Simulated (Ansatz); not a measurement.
## Hf2Pd2Se2Br2O3: equation of state with PBE

The system is Hf2Pd2Se2Br2O3.

```xyz
11
Lattice="5.7607 0.0000 0.0000 -0.5225 5.8472 0.0000 -1.4885 -0.8866 6.6504" Properties=species:S:1:pos:R:3 pbc="T T T"
Hf    3.5663    2.0054    2.3269
Hf    0.5360    2.1234    3.9504
Pd    3.9014    0.0250    5.6428
Pd    0.4486    4.9633    2.3858
Se    2.0505    1.5287    6.2325
Se    2.4084    4.1009    3.5262
Br    4.1661    5.6578    1.0212
Br   -0.4146    4.0351    5.7341
O     4.5029    1.1680    3.9254
O     1.7542    1.0717    2.7176
O    -0.4211    3.0842    2.4395
```

The cell was built by a generator and needn't be a form met in nature.

| Quantity | Value |
| --- | --- |
| Program | Ansatz 0.2.0 |
| Task | equation of state |
| Functional | PBE |
| Potentials or basis | Ansatz PAW |
| Cutoff | 420 eV |
| Density cutoff | 1680 eV |
| k mesh | 5 × 5 × 4 |
| Occupations | fermi-dirac, width 0.05 eV |
| Spin | no spin polarisation |

```json
{
 "Equilibrium volume": "20.37 Å³/atom",
 "Bulk modulus at fixed shape and positions": "100 GPa",
 "Pressure derivative of the bulk modulus": "4.6"
}
```

Energy against volume, from the lowest point:
```
volume (Å³/atom)  energy (meV/atom)
          19.143              25.63
          19.550              10.96
          19.957               2.65
          20.365               0.00
          20.772               2.43
          21.179               9.39
          21.586              20.42
```

All runs of the series together: 2.4 min on 8 threads of Arm Neoverse V1, with other jobs on the host.

Caveat: the cell was scaled at fixed shape and fractional positions, which overstates the stiffness of a crystal with free parameters, most of all of layers and chains. The run has no spin-orbit coupling, so splittings on Hf are missing.
